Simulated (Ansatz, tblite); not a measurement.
# The cluster Si₂₄AsH₃₄−: removing an electron

What does removing an electron cost or gain for the cluster Si₂₄AsH₃₄−? Each charged state is run at several levels.

Method: as each input shows; program: Ansatz 0.2.0, Gaussian basis.

The runs, in order: charge 0 doublet, at the geometry of the singlet (PBE0-D4/def2-TZVP, PBE-D4/def2-TZVP, r2SCAN-D4/def2-TZVP); the starting singlet's energies come from earlier runs.

2 further runs of the same task are left out: 2 set aside as unsound or not needed.

**1. The structure**

The geometry is that of the singlet, from an earlier relaxation (r2SCAN-D4/def2-SVP).

59 atoms, charge -1, spin multiplicity 1.

Atoms are counted from 1 here; the program's logs count them from 0.

Bond lengths: Si1–Si13 2.354 Å, Si1–Si14 2.355 Å, Si1–As18 2.359 Å, Si1–H26 1.502 Å, Si2–Si16 2.351 Å, Si2–Si17 2.351 Å, Si2–Si19 2.352 Å, Si2–H27 1.504 Å, Si3–Si13 2.360 Å, Si3–Si15 2.353 Å, Si3–Si20 2.411 Å, Si3–H28 1.505 Å, Si4–Si16 2.348 Å, Si4–As18 2.359 Å, Si4–Si21 2.356 Å, Si4–H29 1.501 Å, Si5–Si14 2.359 Å, Si5–Si15 2.353 Å and more. Angles: Si13–Si1–Si14 107.1°, Si13–Si1–As18 102.3°, Si13–Si1–H26 113.2°, Si14–Si1–As18 102.0°, Si14–Si1–H26 113.2°, As18–Si1–H26 117.7°, Si16–Si2–Si17 109.3°, Si16–Si2–Si19 108.8°, Si16–Si2–H27 110.0°, Si17–Si2–Si19 108.6°, Si17–Si2–H27 110.0°, Si19–Si2–H27 110.1°, Si13–Si3–Si15 108.1°, Si13–Si3–Si20 115.9°, Si13–Si3–H28 107.3°, Si15–Si3–Si20 100.3°, Si15–Si3–H28 111.0°, Si20–Si3–H28 114.0° and more.

The ion is computed in the gas phase, without counter-ions or solvent.

**2. Charge 0 doublet at the fixed geometry, PBE0-D4/def2-TZVP**

Input file in.yaml:

```yaml
crystal:
  periodic: [false, false, false]
  atoms:
    - {symbol: Si, position_ang: [-2.204815, -2.233521, -0.666747]}
    - {symbol: Si, position_ang: [-2.013727, -1.980066, 4.739342]}
    - {symbol: Si, position_ang: [-1.891599, 0.658935, -3.172491]}
    - {symbol: Si, position_ang: [-2.087290, 0.563767, 1.885325]}
    - {symbol: Si, position_ang: [0.666493, -1.886205, -3.193116]}
    - {symbol: Si, position_ang: [0.564993, -2.112430, 1.915229]}
    - {symbol: Si, position_ang: [0.744872, 0.769368, -5.947282]}
    - {symbol: Si, position_ang: [0.702087, 3.334089, -3.168362]}
    - {symbol: Si, position_ang: [3.327516, 0.726007, -3.191765]}
    - {symbol: Si, position_ang: [0.815719, 3.373621, 1.681022]}
    - {symbol: Si, position_ang: [3.375528, 0.780157, 1.670131]}
    - {symbol: Si, position_ang: [0.717964, 0.716062, 4.411938]}
    - {symbol: Si, position_ang: [-3.409152, -0.754634, -2.046705]}
    - {symbol: Si, position_ang: [-0.719507, -3.419995, -2.056182]}
    - {symbol: Si, position_ang: [-0.663313, -0.652177, -4.691936]}
    - {symbol: Si, position_ang: [-3.413786, -0.679231, 3.370711]}
    - {symbol: Si, position_ang: [-0.721583, -3.408444, 3.391574]}
    - {symbol: As, position_ang: [-0.747244, -0.774905, 0.479721]}
    - {symbol: Si, position_ang: [-0.565076, -0.551518, 5.919915]}
    - {symbol: Si, position_ang: [-0.099873, 1.560872, -1.834702]}
    - {symbol: Si, position_ang: [-0.628030, 2.037507, 3.003676]}
    - {symbol: Si, position_ang: [1.572944, -0.101340, -1.848976]}
    - {symbol: Si, position_ang: [2.040366, -0.643260, 3.017928]}
    - {symbol: Si, position_ang: [2.125156, 2.153880, -4.618625]}
    - {symbol: Si, position_ang: [2.295059, 2.281403, 0.188725]}
    - {symbol: H, position_ang: [-3.089169, -3.127023, 0.155833]}
    - {symbol: H, position_ang: [-2.840600, -2.788335, 5.701522]}
    - {symbol: H, position_ang: [-2.701721, 1.702303, -3.893743]}
    - {symbol: H, position_ang: [-2.981325, 1.317194, 0.943899]}
    - {symbol: H, position_ang: [1.706594, -2.685110, -3.931309]}
    - {symbol: H, position_ang: [1.318961, -3.025150, 0.992787]}
    - {symbol: H, position_ang: [-0.097705, 1.631603, -6.846168]}
    - {symbol: H, position_ang: [1.609844, -0.064573, -6.851383]}
    - {symbol: H, position_ang: [-0.414374, 3.960541, -3.957542]}
    - {symbol: H, position_ang: [1.407067, 4.434713, -2.438805]}
    - {symbol: H, position_ang: [3.951680, -0.380643, -3.997399]}
    - {symbol: H, position_ang: [4.433060, 1.429536, -2.465508]}
    - {symbol: H, position_ang: [-0.105205, 4.316301, 0.948062]}
    - {symbol: H, position_ang: [1.440347, 4.223551, 2.761522]}
    - {symbol: H, position_ang: [4.293109, -0.156905, 0.926053]}
    - {symbol: H, position_ang: [4.250689, 1.391640, 2.737753]}
    - {symbol: H, position_ang: [1.619799, 1.619600, 5.207111]}
    - {symbol: H, position_ang: [-4.243639, -1.553117, -3.009866]}
    - {symbol: H, position_ang: [-4.368709, 0.046499, -1.214228]}
    - {symbol: H, position_ang: [-1.510715, -4.270126, -3.011684]}
    - {symbol: H, position_ang: [0.103229, -4.364108, -1.227368]}
    - {symbol: H, position_ang: [-1.490090, -1.475563, -5.641346]}
    - {symbol: H, position_ang: [-4.350159, -1.572208, 2.609266]}
    - {symbol: H, position_ang: [-4.256120, 0.219200, 4.232341]}
    - {symbol: H, position_ang: [-1.620039, -4.328703, 2.617109]}
    - {symbol: H, position_ang: [0.145346, -4.267547, 4.268707]}
    - {symbol: H, position_ang: [-1.379538, 0.339698, 6.814225]}
    - {symbol: H, position_ang: [0.314249, -1.380991, 6.812281]}
    - {symbol: H, position_ang: [-0.720236, 2.052417, -0.568697]}
    - {symbol: H, position_ang: [-1.512780, 2.894814, 3.872916]}
    - {symbol: H, position_ang: [2.073307, -0.730565, -0.589760]}
    - {symbol: H, position_ang: [2.901905, -1.515565, 3.895424]}
    - {symbol: H, position_ang: [2.961195, 3.004966, -5.534869]}
    - {symbol: H, position_ang: [3.383042, 3.352315, 0.211213]}
basis:
  gaussian: {orbitals: def2-TZVP, fitting: {mean_field: def2-universal-jkfit}}
magnetization: {spin_polarized: true, initial_magnetization: 1}
hamiltonian: {xc: pbe0, dispersion: d4}
scf: {omitted_lower_state_checks: [starts]}
output: {orbitals: {seedname: orbitals}}
```

Run with:

```
> ansatz run in.yaml --threads 4 --pin off --events-out ev --progress --plain --max-ram 46080MiB --backend cuda --devices 0, --max-vram 37GiB
```

The program printed:

```text
Functional definition: PBE0
  name "PBE0"
  cite "Adamo & Barone, J. Chem. Phys. 110, 6158 (1999) doi:10.1063/1.478522"
  cite "Perdew, Burke & Ernzerhof, Phys. Rev. Lett. 77, 3865 (1996) doi:10.1103/PhysRevLett.77.3865"
  parent pbe
  parameter a = 0.25
  parameter kappa = 0.804
  parameter beta = 0.06672455060314922
  exchange = (1 - a)*pbe_x(kappa = kappa, mu = beta*pi^2/3) + a*exact_x
  correlation = pbe_c(beta = beta)
these checks for a lower state are left out or cut short: starts
3950 factors; integrals over basis functions are off by at most 5.7e-1 eV
mean field evaluation 1: about -250379.7672 eV, gradient 2.1e1 eV
mean field evaluation 2: about -250381.3165 eV, gradient 1.6e1 eV
mean field evaluation 4: about -250382.7481 eV, gradient 2.6e0 eV
mean field evaluation 8: about -250382.7873 eV, gradient 4.0e-1 eV
mean field evaluation 16: about -250382.7887 eV, gradient 1.1e-3 eV
mean field -250382.78873710 eV, -9201.3977705385 hartree, gradient 8.9e-5 eV, S^2 0.756665; 0 other end points of the search recorded, 0 dependent functions left out
reference -250382.78883030 eV, -9201.3977739637 hartree; 202, 201 occupied and 938, 939 virtual orbitals, 3950 factors
Total energy: -250386.93624194 eV, -9201.5501885301 hartree
Checks for a lower state left out: starts
```

It took 26 s on 1 × H100 (card shared with other runs) with 4 threads of AMD EPYC 7R13, shared host; peak host memory 1.9 GiB.

Report: HOMO -6.42 eV, LUMO -4.30 eV (over both spins); ⟨S²⟩ 0.757 (pure: 0.75).

**3. Charge 0 doublet at the fixed geometry, PBE-D4/def2-TZVP**

start.molden holds the orbitals of an earlier run on this state, given as this run's starting guess.

in.yaml: that of step 2 with these lines changed.

```diff
@@ -63,5 +63,5 @@
 basis:
-  gaussian: {orbitals: def2-TZVP, fitting: {mean_field: def2-universal-jkfit}}
+  gaussian: {orbitals: def2-TZVP, fitting: {mean_field: def2-universal-jkfit}, initial_orbitals: start.molden}
 magnetization: {spin_polarized: true, initial_magnetization: 1}
-hamiltonian: {xc: pbe0, dispersion: d4}
+hamiltonian: {xc: pbe, dispersion: d4}
 scf: {omitted_lower_state_checks: [starts]}
```

The command is unchanged.

The program printed:

```text
Functional definition: PBE
  name "PBE"
  cite "Perdew, Burke & Ernzerhof, Phys. Rev. Lett. 77, 3865 (1996) doi:10.1103/PhysRevLett.77.3865"
  parent pbe
  parameter kappa = 0.804
  parameter beta = 0.06672455060314922
  exchange = pbe_x(kappa = kappa, mu = beta*pi^2/3)
  correlation = pbe_c(beta = beta)
these checks for a lower state are left out or cut short: starts
3950 factors; integrals over basis functions are off by at most 5.7e-1 eV
mean field evaluation 1: about -250361.1648 eV, gradient 2.2e1 eV
mean field evaluation 2: about -250361.9326 eV, gradient 1.0e0 eV
mean field evaluation 4: about -250361.9397 eV, gradient 1.0e-1 eV
mean field evaluation 8: about -250361.9398 eV, gradient 1.4e-5 eV
mean field -250361.93982147 eV, -9200.6315870210 hartree, gradient 1.4e-5 eV, S^2 0.753906; 0 other end points of the search recorded, 0 dependent functions left out
reference -250361.93994425 eV, -9200.6315915331 hartree; 202, 201 occupied and 938, 939 virtual orbitals, 3950 factors
Total energy: -250366.48816951 eV, -9200.7987357287 hartree
Checks for a lower state left out: starts
```

It took 15 s on 1 × H100 (card shared with other runs) with 4 threads of AMD EPYC 7R13, shared host; peak host memory 1.7 GiB.

HOMO -5.57 eV, LUMO -4.95 eV (over both spins); ⟨S²⟩ 0.754 (pure: 0.75).

**4. Charge 0 doublet at the fixed geometry, r2SCAN-D4/def2-TZVP**

in.yaml: that of step 3 with these lines changed.

```diff
@@ -65,3 +65,3 @@
 magnetization: {spin_polarized: true, initial_magnetization: 1}
-hamiltonian: {xc: pbe, dispersion: d4}
+hamiltonian: {xc: r2scan, dispersion: d4}
 scf: {omitted_lower_state_checks: [starts]}
```

Launched as before.

The program printed:

```text
Functional definition: r2SCAN
  name "r2SCAN"
  cite "Furness, Kaplan, Ning, Perdew & Sun, J. Phys. Chem. Lett. 11, 8208 (2020) doi:10.1021/acs.jpclett.0c02405"
  cite "Furness, Kaplan, Ning, Perdew & Sun, J. Phys. Chem. Lett. 11, 9248 (2020) doi:10.1021/acs.jpclett.0c03077"
  parent r2scan
  parameter k0 = 0.174
  parameter k1 = 0.065
  parameter a1 = 4.9479
  exchange = r2scan_x(k0 = k0, k1 = k1, a1 = a1)
  correlation = r2scan_c
these checks for a lower state are left out or cut short: starts
3950 factors; integrals over basis functions are off by at most 5.7e-1 eV
mean field evaluation 1: about -250452.0632 eV, gradient 1.5e1 eV
mean field evaluation 2: about -250452.3463 eV, gradient 4.7e-1 eV
mean field evaluation 4: about -250452.3201 eV, gradient 5.5e-3 eV
mean field -250452.32011699 eV, -9203.9530016196 hartree, gradient 5.6e-5 eV, S^2 0.759731; 0 other end points of the search recorded, 0 dependent functions left out
reference -250452.32016370 eV, -9203.9530033360 hartree; 202, 201 occupied and 938, 939 virtual orbitals, 3950 factors
Total energy: -250453.65202414 eV, -9204.0019483045 hartree
Checks for a lower state left out: starts
```

It took 16 s on 1 × H100 (card shared with other runs) with 4 threads of AMD EPYC 7R13, shared host; peak host memory 2.1 GiB.

Report: HOMO -5.77 eV, LUMO -4.74 eV (over both spins); ⟨S²⟩ 0.760 (pure: 0.75).

**5. Vertical ionisation energy**

Charged state less starting state, singlet to doublet; the starting state's energies are those of its earlier runs.

```csv
level,vertical ionisation energy (eV),time
PBE-D4/def2-TZVP,+3.49,24 s
r2SCAN-D4/def2-TZVP,+3.41,29 s
PBE0-D4/def2-TZVP,+3.51,35 s
```

Times add the two runs; a level without a time comes out of a correlated run.

Beside −ε(HOMO) of the starting state:

| level | −ε(HOMO) (eV) | by difference (eV) | mismatch (eV) |
| --- | --- | --- | --- |
| PBE-D4/def2-TZVP | 1.83 | 3.49 | -1.67 |
| r2SCAN-D4/def2-TZVP | 1.91 | 3.41 | -1.50 |
| PBE0-D4/def2-TZVP | 2.52 | 3.51 | -0.99 |

**6. Results**

| quantity | value |
| --- | --- |
| vertical ionisation energy, functionals in def2-TZVP | 3.41 (r2SCAN-D4) to 3.51 eV (PBE0-D4) |

What this shows: The vertical ionisation energy spans 3.41 to 3.51 eV over the functionals. −ε(HOMO) misses the level's own difference by -0.99 eV at best (PBE0-D4) and -1.67 eV at worst (PBE-D4).
